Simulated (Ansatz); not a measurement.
**HfSi (septet): wave-function methods side by side, def2-TZVPP**

An exercise on one series of results from a longer session: the logs are not shown, and one member is left open.

Computed with Ansatz 0.2.0, Gaussian basis. Level: def2-TZVPP, core rule «outside noble gas», up to 9 orbitals frozen.

To be run: UHF; ROHF; CCSD(T) on UHF.

### What is computed

The geometry is a PBE0/def2-TZVP stationary point (not a proven minimum) of the parent state, kept for this charge and spin. No spin-orbit coupling is included. Elements past krypton take def2 core potentials.

2 atoms, charge 0, spin multiplicity 7.

Atoms are counted from 1 here; the program's logs count them from 0.

Bond lengths: Hf1–Si2 2.547 Å.

Set-up of the first run:

The input, in.yaml:

```yaml
crystal:
  periodic: [false, false, false]
  atoms:
    - {symbol: Hf, position_ang: [0.000000, 0.000000, 0.000000]}
    - {symbol: Si, position_ang: [0.000000, 0.000000, 2.547000]}
basis:
  gaussian: {orbitals: def2-TZVPP}
magnetization: {spin_polarized: true, initial_magnetization: 6}
hamiltonian: {xc: hf}
output: {orbitals: {seedname: orbitals}}
```

On the command line:

```sh
$ ansatz run in.yaml --threads 1 --pin off --events-out ev --progress --plain --max-ram 3968MiB --backend cpu
```

Steps of the session up to this table: UHF; ROHF; CCSD(T) on UHF.

One of the session's tables, all rows but one given; the rest of the session is left out.

| method | from UCCSD(T) (meV) |
| --- | --- |
| ROHF | ? |
| UHF | +3642.0 |
| UMP2 | +761.4 |
| UCCSD | +188.5 |
| UCCSD(T) | 0 |

Estimate the missing values for ROHF.

As computed: from UCCSD(T) (meV): +3754.6. In the column «from UCCSD(T) (meV)» it is the highest.
